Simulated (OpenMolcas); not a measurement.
# W³⁺ among point charges: CASSCF and CASPT2 levels and susceptibility

Aim: the splitting of the states of W³⁺ in the field of 6 point charges, its lowest levels with spin-orbit coupling and its magnetic susceptibility.

Method: state-averaged CASSCF and CASPT2, spin-orbit coupling by RASSI with atomic mean-field integrals. Code: OpenMolcas 26.06.

## Step 1: The system

- Species: W³⁺ (tungsten, Z = 74, 71 electrons)
- Basis: ANO-RCC-VDZP [7s6p4d2f1g], 68 functions
- Scalar Hamiltonian: DKH2, point nucleus
- Inactive shells: 1s 2s 2p 3s 3p 3d 4s 4p 4d 4f 5s 5p
- Active space: 3 electrons in 5 orbitals (5d)
- Some configurations of this space: 5d³
- Orbitals: optimised for each spin and parity, averaged over all roots

Outer shells as boxes (Hund's rule):

5d3
```
5d [↑ ][↑ ][↑ ][  ][  ]
```

The ion sits among 6 point charges of -1 e arranged as an octahedron (Oh), 2.01 Å from the ion.

Each step is its own input file, run in one work folder so that later steps find the files of earlier ones. Labels, J, g values, rates, χT and fits are worked out afterwards by a script from the matrices that RASSI stores. The input lists half of the charges; inversion (Group=XYZ) makes the rest.

## Step 2: Basis and integrals

Contents of a.inp:

```
&GATEWAY
Coord
1

W 0.0 0.0 0.0
Basis=ANO-RCC-VDZP
Group=XYZ
NoMove
AngMom=0.0 0.0 0.0
AMFI
XField
3 Angstrom 0
2.010000 0.000000 0.000000 -1.000000
0.000000 2.010000 0.000000 -1.000000
0.000000 0.000000 2.010000 -1.000000
&SEWARD
```

On the command line:

```bash
$ OMP_NUM_THREADS=1 MOLCAS_MEM=1689 MOLCAS_PROJECT=a pymolcas a.inp > a.log
```

## Step 3: CASSCF: quartets of even parity, 10 roots

Contents of a.inp:

```
&RASSCF
FileOrb=start.orb
Symmetry=1
Spin=4
nActEl=3 0 0
Inactive=15 19
Ras2=5 0
CIRoot=10 10 1
SDav=10
CIMx=300
Iter=120 100
PrWF=0.3
OrbListing=Nothing
MaxOrb=0
>>> COPY $Project.JobIph JOB001
```

start.orb holds the contracted functions of the basis, ordered by shell, or the orbitals of the step before.

## Step 4: CASSCF: doublets of even parity, 40 roots

Contents of a.inp:

```
&RASSCF
FileOrb=start.orb
Symmetry=1
Spin=2
nActEl=3 0 0
Inactive=15 19
Ras2=5 0
CIRoot=40 40 1
SDav=40
CIMx=300
Iter=120 100
PrWF=0.3
OrbListing=Nothing
MaxOrb=0
>>> COPY $Project.JobIph JOB002
```

## Step 5: RASSI: spin-orbit coupling between the states

Contents of a.inp:

```
&RASSI
NrOfJobIphs=2 10 40
1 2 3 4 5 6 7 8 9 10
1 2 3 4 5 6 7 8 9 10 11 12 13 14 15 16 17 18 19 20 21 22 23 24 25 26 27
28 29 30 31 32 33 34 35 36 37 38 39 40
IphNames
JOB001
JOB002
EJob
SpinOrbit
DIPRint=1.0
SOCoupling=1000.0
Subsets=2
Property=9
'ANGMOM' 1 'ANGMOM' 2 'ANGMOM' 3 'MLTPL  1' 1 'MLTPL  1' 2 'MLTPL  1' 3
'AMFI' 1 'AMFI' 2 'AMFI' 3
SOProperty=3
'ANGMOM' 1 'ANGMOM' 2 'ANGMOM' 3
```

## Step 6: CASPT2: IPEA 0.25, imaginary shift 0.1 (closed shells correlated: 4f 5s 5p)

Contents of a.inp:

```
>>> COPY JOB001 $Project.JobIph
&CASPT2
Multistate=10 1 2 3 4 5 6 7 8 9 10
NoMult
Frozen=14 9
IPEA=0.25
Imaginary=0.1
MaxIter=60
WThr=0.0 0.3 0.05
PrWF=0.5
NoMix
>>> COPY JOB002 $Project.JobIph
&CASPT2
Multistate=40 1 2 3 4 5 6 7 8 9 10 11 12 13 14 15 16 17 18 19 20 21 22
23 24 25 26 27 28 29 30 31 32 33 34 35 36 37 38 39 40
NoMult
Frozen=14 9
IPEA=0.25
Imaginary=0.1
MaxIter=60
WThr=0.0 0.3 0.05
PrWF=0.5
NoMix
```

(Steps that only read results are left out.)

What does the calculation give? Wanted: spin-free ground state; first state of the same spin within the active space; lowest level; next level.

**Answer**, as computed:

| quantity | value |
| --- | --- |
| method | SS-CASPT2, IPEA 0.25, imaginary shift 0.1 (closed shells correlated: 4f 5s 5p) |
| spin-free ground state | 4A2, 1-fold in its orbital part |
| first state of the same spin within the active space | 4T2 at 9400 cm⁻¹ |
| lowest level | 4-fold Γ8 |
| next level | 7738.7 cm⁻¹ |
| χT at 300 K | 0.55 cm³ K/mol |
| effective moment at 300 K | 2.09 μB |

Cost by method:

| method | time of its own steps | time with the reference |
| --- | --- | --- |
| A. CASSCF | 11 s | 11 s |
| B. SS-CASPT2, IPEA 0.25, imaginary shift 0.1, +4f 5s 5p | 8.7 s | 20 s |

Times are of one thread on a shared host.

In words: The spin-free ground state (4A2) comes to 100 % from free-ion F terms and keeps the highest spin of the shell. χT at 300 K is 0.55, against 1.88 cm³ K/mol for the spin alone, so spin-orbit coupling lowers it. CASPT2 does not keep the components of a term degenerate, and the means are used. The field of point charges can differ much from that of real complexes. Point charges carry no covalency, so the field is a model and not that of real ligands.
